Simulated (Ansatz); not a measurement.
The system is MnSb4.

```
CELL_PARAMETERS angstrom
3.08050 0.00000 0.00000
0.00000 3.08050 0.00000
0.00000 0.00000 14.99420
ATOMIC_POSITIONS crystal
Sb 0.00000 0.00000 0.81968
Sb 0.00000 0.00000 0.60055
Sb 0.00000 0.00000 0.39945
Sb 0.00000 0.00000 0.18032
Mn 0.00000 0.00000 0.00000
```

The cell comes from a database or a generator and needn't be the stable form of this composition.

Base run:

| Quantity | Value |
| --- | --- |
| Program | Ansatz 0.2.0 |
| Functional | LDA |
| Potentials or basis | Ansatz PAW |
| Cutoff | 420 eV |
| Density cutoff | 1680 eV |
| k mesh | 9 × 9 × 2 |
| Occupations | fermi-dirac, width 0.05 eV |
| Spin | collinear spin, ferromagnetic start |
| Starting moments | [0.0, 0.0, 0.0, 0.0, 4.0] μB |
| Hubbard terms | Mn d U = 8 eV |

Its results: band gap on the k mesh none (metal or under the smearing width); pressure -0.9 GPa; net moment 5.09 μB per cell; site moments Sb -0.01, +0.01; Mn +4.63 μB; largest force 0.833 eV/Å.

Q: After a change of settings the same cell gave: band gap on the k mesh none (metal or under the smearing width); pressure -4.5 GPa; net moment 3.96 μB per cell; site moments Sb -0.02, +0.00; Mn +3.76 μB; largest force 0.157 eV/Å. Which change was it?
A. functional from LDA to PBE; hubbard terms from Mn d U = 8 eV to none; hubbard projectors from ortho-atomic (the default) to none
B. hubbard terms from Mn d U = 8 eV to none; hubbard projectors from ortho-atomic (the default) to none
C. hubbard terms from Mn d U = 8 eV to Mn d U = 1 eV

A: B.

Caveats: a cell with one magnetic atom can't hold antiferromagnetic order, which such compounds often take; the PAW data sets come from PBE, with cores solved anew for the run's functional, which leaves a small shift of forces and pressure; the density of states is complete only up to the lowest level of the last band computed; the magnetic or orbital state may not be the lowest (some runs); the U is typed as a test and isn't derived for this compound (some runs).

Not every run made on this cell is shown here.
